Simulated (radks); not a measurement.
# K³⁺ in [Ne] 3s2 3p4: an all-electron calculation

One table from this session's results is given with a row withheld; the runs are named, their logs left out.

The numbers are computed with radks (a radial shooting solver on a logarithmic mesh, Libxc functionals) version 1 (scalar-relativistic Kohn-Sham, BLYP, spin-polarised, spherical densities, point nucleus; open shells are filled with parallel spins first), except any that are marked as measured or tabulated.

## Starting point

- element: potassium (Z = 19)
- charge: +3
- electrons: 16
- configuration: [Ne] 3s2 3p4

Outer shells as boxes (Hund's rule):

K³⁺
```
[Ne] core
3s [↑↓]
3p [↑↓][↑ ][↑ ]
```

Set-up of the first run:

Settings of this run:

```text
Z 19
configuration [Ne] 3s2 3p4
relativity scalar-relativistic
functional b88,lyp
spin polarised
nucleus point
c 137.035999084
```

Started as:

```
$ python run_ks.py task.json out
```

This one command runs every case of the session in turn.

One table of the session follows, with a row left open; its other results are not shown here.

It belongs to the step «Radial structure». Sizes of the orbitals, from the radial functions (bohr):

```
  level      <r>  outermost maximum (interpolated)  90 % within  nodes
  1s up  0.08105                            0.0530        0.145      0
1s down  0.08104                            0.0530        0.145      0
  2s up   0.3874                             0.318        0.604      1
2s down   0.3873                             0.318        0.604      1
  2p up   0.3499                             0.262        0.578      0
2p down   0.3499                             0.262        0.578      0
  3s up    1.198                              1.05         1.78      2
3s down    1.205                              1.05         1.80      2
  3p up    1.288                              1.10         1.96      1
3p down        ?                                 ?            ?      ?
```

**Question.** Estimate the row for 3p down.

As computed: <r>: 1.304; outermost maximum (interpolated): 1.10; 90 % within: 1.99; nodes: 1. In the column «<r>» it is the highest.

Caveats from the session: Open shells are spherical and high-spin; term and fine-structure splittings are not resolved.
